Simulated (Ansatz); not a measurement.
# C₂H₇GaO: one species, many methods

The task here is to estimate one member of a computed series from the others.

Computed with Ansatz 0.2.0, Gaussian basis. Level: functionals in def2-TZVPP, the program's frozen cores in correlated methods.

Levels to be run: LDA (SPW92), PBE-D4, revPBE-D4, BLYP-D4, r2SCAN-D4, B97M-V, PBE0-D4, B3LYP-D4, r2SCANh-D4, r2SCAN0-D4, HSE06-D4, BHLYP-D4, CAM-B3LYP-D4, LC-ωPBE, ωB97X-V, ωB97M-V, B2PLYP, PBE-QIDH; CCSD(T)/def2-SVP; CCSD(T)/def2-TZVPP; MP2/def2-QZVPP; extrapolation to the limit; RPA on PBE.

## The geometry

An earlier PBE0-D4 in a triple-zeta def2 set relaxation fixed the geometry.

SMILES `[CH3][GaH][CH2]O`, 11 atoms, charge 0, spin multiplicity 1.

Atoms are counted from 1 here; the program's logs count them from 0.

Bond lengths: C1–Ga2 1.971 Å, C1–H5 1.092 Å, C1–H6 1.095 Å, C1–H7 1.092 Å, Ga2–C3 1.992 Å, Ga2–H8 1.577 Å, C3–O4 1.423 Å, C3–H9 1.102 Å, C3–H10 1.095 Å, O4–H11 0.959 Å. Angles: Ga2–C1–H5 112.0°, Ga2–C1–H6 109.6°, Ga2–C1–H7 111.4°, H5–C1–H6 107.9°, H5–C1–H7 108.7°, H6–C1–H7 107.0°, C1–Ga2–C3 118.8°, C1–Ga2–H8 121.2°, C3–Ga2–H8 120.0°, Ga2–C3–O4 115.4°, Ga2–C3–H9 110.2°, Ga2–C3–H10 108.1°, O4–C3–H9 111.2°, O4–C3–H10 106.3°, H9–C3–H10 105.0°, C3–O4–H11 108.8°.

Set-up of the first run:

in.yaml reads:

```yaml
crystal:
  periodic: [false, false, false]
  atoms:
    - {symbol: C, position_ang: [-1.115741, 1.387843, -0.105134]}
    - {symbol: Ga, position_ang: [0.384286, 0.332384, -0.827520]}
    - {symbol: C, position_ang: [0.948354, -1.317376, 0.135987]}
    - {symbol: O, position_ang: [0.074836, -1.747937, 1.173796]}
    - {symbol: H, position_ang: [-1.780736, 0.782771, 0.514428]}
    - {symbol: H, position_ang: [-0.726838, 2.202829, 0.514594]}
    - {symbol: H, position_ang: [-1.701253, 1.845547, -0.904740]}
    - {symbol: H, position_ang: [1.160333, 0.795742, -2.119309]}
    - {symbol: H, position_ang: [1.980522, -1.207560, 0.504881]}
    - {symbol: H, position_ang: [0.991360, -2.137487, -0.588294]}
    - {symbol: H, position_ang: [-0.149825, -0.993756, 1.721710]}
basis:
  gaussian: {orbitals: def2-TZVPP}
hamiltonian: {xc: lda}
output: {orbitals: {seedname: orbitals}}
```

Command:

```sh
$ ansatz run in.yaml --threads 4 --pin off --events-out ev --progress --plain --max-ram 10444MiB
```

Steps of the session up to this table: LDA; PBE-D4 (GGA); revPBE-D4 (GGA); BLYP-D4 (GGA); r2SCAN-D4 (meta-GGA); B97M-V (meta-GGA); PBE0-D4 (hybrid); B3LYP-D4 (hybrid); r2SCANh-D4 (hybrid); r2SCAN0-D4 (hybrid); HSE06-D4 (hybrid); BHLYP-D4 (hybrid); CAM-B3LYP-D4 (range-separated); LC-ωPBE (range-separated); ωB97X-V (range-separated); ωB97M-V (range-separated); B2PLYP (double hybrid); PBE-QIDH (double hybrid).

One table of the session follows, with a row left open; its other results are not shown here.

| functional | HOMO (eV) | gap (eV) |
| --- | --- | --- |
| LDA (SPW92) | -5.62 | 3.38 |
| PBE-D4 | -5.46 | 3.50 |
| revPBE-D4 | -5.40 | 3.57 |
| BLYP-D4 | -5.38 | 3.44 |
| r2SCAN-D4 | -5.73 | 4.05 |
| B97M-V | -5.83 | 3.94 |
| PBE0-D4 | -6.84 | 5.68 |
| B3LYP-D4 | -6.63 | 5.17 |
| r2SCANh-D4 | -6.25 | 4.84 |
| r2SCAN0-D4 | -7.02 | 6.02 |
| HSE06-D4 | -6.43 | 4.91 |
| BHLYP-D4 | -8.12 | 7.67 |
| CAM-B3LYP-D4 | -8.24 | 7.93 |
| LC-ωPBE | -9.55 | 10.47 |
| ωB97X-V | ? | ? |
| ωB97M-V | -9.11 | 9.59 |

**Question.** Estimate the row for ωB97X-V.

The run gave: HOMO (eV): -9.21; gap (eV): 9.95. In the column «HOMO (eV)» it lies between LC-ωPBE (-9.55) and ωB97M-V (-9.11).
